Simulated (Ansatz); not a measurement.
# RbNiCl3: the cost of one run

Program: Ansatz 0.2.0. Level of theory: DFT PBEsol+U (U = 3 eV, J = 0.7 eV on Ni d), plane waves, PAW. These are calculated values, not measurements.

**1. Starting point**

The structure is hexagonal, space group P6_3/mmc (No. 194). Conventional cell: a = 6.955 Å, b = 6.955 Å, c = 5.906 Å, α = 90.00°, β = 90.00°, γ = 120.00°. Rb (site symmetry -6m2) has 12 Cl at 3.48 to 3.64 Å in its first shell of neighbours. Ni (site symmetry -3m) is surrounded by 6 Cl at 2.40 Å. Cl (site symmetry mm2) has 2 Ni at 2.40 Å and 2 Rb at 3.48 Å in its first shell of neighbours.

Coordinates:

```
Rb Ni Cl
1.0
     6.95500    0.00000    0.00000
    -3.47750    6.02321    0.00000
     0.00000    0.00000    5.90600
Rb Ni Cl
2 2 6
Direct
  0.33333 0.66667 0.75000
  0.66667 0.33333 0.25000
  0.00000 0.00000 0.00000
  0.00000 0.00000 0.50000
  0.15660 0.84340 0.25000
  0.31320 0.15660 0.75000
  0.15660 0.31320 0.25000
  0.84340 0.15660 0.75000
  0.68680 0.84340 0.25000
  0.84340 0.68680 0.75000
```

An earlier series on this cell reached its lowest free state from «ferrimagnetic site moments held at first, then free», perhaps among other starts.

**2. Site moments held (series factor 0.6; the input gives the size)**

Input file input.yaml:

```yaml
crystal:
  lattice:
    - [6.9550012, 0.0, 0.0]
    - [-3.4775006, 6.02320772, 0.0]
    - [0.0, 0.0, 5.9059998]
  atoms:
    - { symbol: Rb, position: [0.3333333333, 0.6666666667, 0.75] }
    - { symbol: Rb, position: [0.6666666667, 0.3333333333, 0.25] }
    - { symbol: Ni, position: [0.0, 0.0, 0.0], spin: 0.93 }
    - { symbol: Ni, position: [0.0, 0.0, 0.5], spin: 0.93 }
    - { symbol: Cl, position: [0.1566, 0.8434, 0.25] }
    - { symbol: Cl, position: [0.3132, 0.1566, 0.75] }
    - { symbol: Cl, position: [0.1566, 0.3132, 0.25] }
    - { symbol: Cl, position: [0.8434, 0.1566, 0.75] }
    - { symbol: Cl, position: [0.6868, 0.8434, 0.25] }
    - { symbol: Cl, position: [0.8434, 0.6868, 0.75] }
basis:
  ecutwfc: 420
  ecutrho_ratio: 4
kpoints:
  mp_grid: { grid: [3, 3, 3] }
hamiltonian:
  xc: pbesol
  hubbard:
    sites:
      - { site: 2, l: d, u: 3.0, j: 0.7 }
      - { site: 3, l: d, u: 3.0, j: 0.7 }
scf:
  occupations: { method: gaussian, width: 0.05 }
  lower_state_search: "off"
  max_iter: 150
output:
  forces: true
  stress: true
  eigenvalues: true
  populations: true
  hubbard: { sites: [{ site: 2, l: d }, { site: 3, l: d }] }
magnetization:
  spin_polarized: true
  spin_locking: { lock_spins: true }
```

The lock stays on to the end, so the result is a constrained state unless its moments die out.

Started as:

```
$ ansatz run input.yaml --threads 8 --pin off --max-ram 12288MiB --backend cpu --events-out ev --progress --plain --runs-dir out
```

**Question.** How long does this run take on 8 threads of Arm Neoverse V1, shared host, and how much memory does it need?

About 16 s, with a peak of 0.9 GiB.
